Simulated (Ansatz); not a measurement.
A nudged elastic band was laid between two geometries of a periodic cell of 13 atoms, Sc (host Sc, host structure hcp, interstitial Sc).

Theory: DFT PBE-D3(BJ), scalar-relativistic, plane waves, PAW in Ansatz. Settings: cutoff 420 eV, k mesh 3x2x3, gaussian smearing 0.05 eV, no spin polarisation.

```
movable images  : 5
climbing image  : yes
spring          : 5.0 eV/Å²
optimiser       : fire
start path      : IDPP
force threshold : 0.05 eV/Å
iteration limit : 70
end points      : relaxed
```

Initial state:

```xyz
13
Lattice="6.6200 0.0000 0.0000 -4.9650 8.5996 0.0000 0.0000 0.0000 5.2761" Properties=species:S:1:pos:R:3
Sc 0.060 0.094 -0.129
Sc 0.309 1.659 2.572
Sc -1.846 2.432 0.706
Sc -1.721 5.180 2.046
Sc -3.223 5.615 -0.350
Sc -3.372 7.608 2.538
Sc 3.246 -0.087 0.086
Sc 3.377 1.989 3.082
Sc 1.792 2.787 0.183
Sc 1.747 4.828 2.480
Sc 0.216 6.107 -0.110
Sc 0.036 7.789 2.594
Sc -0.637 3.735 4.074
```

Final state:

```xyz
13
Lattice="6.6200 0.0000 0.0000 -4.9650 8.5996 0.0000 0.0000 0.0000 5.2761" Properties=species:S:1:pos:R:3
Sc -0.037 -0.139 -0.047
Sc -0.216 1.541 2.528
Sc -1.738 2.814 -0.158
Sc -1.791 4.855 2.819
Sc -3.369 5.657 0.440
Sc -3.244 7.739 2.725
Sc 3.372 0.038 -0.098
Sc 3.225 2.030 2.289
Sc 1.725 2.472 -0.594
Sc 1.846 5.226 3.343
Sc -0.304 5.989 -0.058
Sc -0.057 7.555 2.516
Sc 0.646 3.906 6.712
```

Question: What changes between the two ends?

Answer: Contacts lost: Sc1–Sc13, Sc2–Sc10, Sc3–Sc12, Sc4–Sc7. Contacts made: Sc1–Sc10, Sc3–Sc11, Sc6–Sc9. The atom that moves furthest is Sc13, by 2.94 Å; four of its nearest neighbours are Sc3 2.61, Sc4 2.72, Sc2 2.73, Sc11 2.75 Å at the first end and Sc10 2.61, Sc9 2.71, Sc11 2.73, Sc2 2.74 Å at the last.

Question: Give the energies along the band, and the barrier.

Answer: The run converged. The highest image is number 3 of 0 to 6, 0.32 eV above the ends, which have the same energy within 2 meV. By the program's own check the climbing image is a first-order saddle point (lowest curvatures found: -0.24 and 0.75 eV/Å²). Limits of this set-up: coarse k mesh, a small cell, in which the defect meets its images.

```csv
image,path coordinate (Å),energy (eV),Sc1–Sc13 (Å),Sc2–Sc10 (Å),Sc3–Sc12 (Å)
0,0.00,0.00,3.86,3.48,3.76
1,0.72,0.12,3.83,3.48,3.99
2,1.45,0.27,3.78,3.35,4.16
3,2.16,0.32,3.76,3.28,4.20
4,2.96,0.20,3.81,3.49,4.23
5,3.75,0.10,3.92,3.90,4.42
6,4.55,0.00,4.36,4.30,4.65
```

Question: What is the geometry of the highest image?

Answer: 
```xyz
13
Lattice="6.6200 0.0000 0.0000 -4.9650 8.5996 0.0000 0.0000 0.0000 5.2761" Properties=species:S:1:pos:R:3:forces:R:3
Sc 0.045 0.173 0.003 0.00 0.01 0.00
Sc 0.012 1.949 2.626 0.00 0.01 0.01
Sc -1.994 2.445 -0.043 -0.02 -0.01 -0.03
Sc -1.624 4.808 2.691 -0.02 0.00 0.00
Sc -3.245 5.598 0.029 -0.01 0.01 0.01
Sc -3.380 7.590 2.641 -0.01 -0.01 0.00
Sc 3.210 -0.089 -0.022 0.00 0.02 -0.01
Sc 3.250 1.846 2.581 0.00 -0.02 -0.02
Sc 1.957 2.562 -0.056 0.01 0.00 -0.01
Sc 1.691 4.765 2.655 0.00 -0.01 0.02
Sc 0.168 6.371 -0.004 0.01 -0.02 0.00
Sc -0.001 7.764 2.630 0.00 -0.01 0.00
Sc -0.067 3.927 5.363 0.02 0.03 0.03
```

The band took 39 iterations and about 100 core-minutes.

Run time: 29 min on 4 threads of Intel(R) Xeon(R) Platinum 8259CL CPU @ 2.50GHz (Skylake/Cascade Lake), on a shared host, peak memory 1.9 GiB.
